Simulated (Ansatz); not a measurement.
# Rb: stress in a strained cell

Aim: deform Rb (zz strain of -2 %) and compute stress, forces and field gradients with LAPW, PAW and all-electron datasets made for the crystal.

Computed with Ansatz 0.2.0 (DFT PBEsol, scalar-relativistic, unless a step's input says otherwise).

**1. The system as given**

It takes space group Im-3m (No. 229, cubic). Conventional cell: a = 5.612 Å, b = 5.612 Å, c = 5.612 Å, α = 90.00°, β = 90.00°, γ = 90.00°.

As a file:

```
Rb
1.0
    -2.80600    2.80600    2.80600
     2.80600   -2.80600    2.80600
     2.80600    2.80600   -2.80600
Rb
1
Direct
  0.00000 0.00000 0.00000
```

**2. The deformed structure**

Space group Im-3m before, I4/mmm after.

**3. LAPW, all electrons**

The input, input.yaml:

```yaml
crystal:
  lattice:
    - [-2.806, 2.806, 2.74988]
    - [2.806, -2.806, 2.74988]
    - [2.806, 2.806, -2.74988]
  atoms:
    - { symbol: Rb, position: [0.0, 0.0, 0.0] }
kpoints:
  mp_grid: { grid: [8, 8, 8] }
  band_path:
    path:
      - [0.0, 0.0, 0.0]
      - [0.0, 0.0, 0.5]
      - [-0.5, 0.5, 0.5]
      - [0.0, 0.0, 0.0]
      - [0.4901, 0.4901, -0.4901]
      - [-0.4901, 0.5099, 0.4901]
      - [-0.5, 0.5, 0.5]
      - [0.0, 0.0, 0.5]
      - [0.25, 0.25, 0.25]
    npoints: 5
scf:
  occupations: { method: fermi_dirac, width: 0.05 }
hamiltonian:
  xc: pbesol
  pseudopotentials: { kind: all_electron, lapw: { basis_error: 0.001 } }
output:
  forces: true
  stress: true
  eigenvalues: true
```

On the command line:

```sh
$ ansatz run input.yaml --threads 1 --pin off --max-ram 3072MiB --backend cpu --events-out ev --progress --plain --runs-dir out
```

**4. Frozen-core PAW**

The input, input.yaml:

```yaml
crystal:
  lattice:
    - [-2.806, 2.806, 2.74988]
    - [2.806, -2.806, 2.74988]
    - [2.806, 2.806, -2.74988]
  atoms:
    - { symbol: Rb, position: [0.0, 0.0, 0.0] }
kpoints:
  mp_grid: { grid: [8, 8, 8] }
scf:
  occupations: { method: fermi_dirac, width: 0.05 }
hamiltonian:
  xc: pbesol
  pseudopotentials: { kind: paw }
output:
  forces: true
  stress: true
  eigenvalues: true
  efg: { contact_densities: true }
```

**5. Datasets made for this crystal**

Edit input.yaml of step 4 so:

```diff
@@ -13,3 +13,3 @@
   xc: pbesol
-  pseudopotentials: { kind: paw }
+  pseudopotentials: { kind: all_electron, datasets: crystal }
 output:
```

(Steps that only read results are left out.)

Q: Predict the outcome of this session. Wanted: pressure; largest shear or deviatoric stress.

The runs gave:

```
                                 quantity                                           value
                                 pressure  LAPW 0.00, PAW 0.00, crystal datasets 0.00 GPa
largest shear or deviatoric stress (LAPW)                                        0.00 GPa
```

The largest part of the stress beyond the pressure is 0.00 GPa in size, in the zz component. No run of the undeformed cell stands beside it, so the pressure holds what the given cell had before the change. PAW: stress within 0.01 GPa of LAPW. Crystal datasets: stress within 0.01 GPa of LAPW.
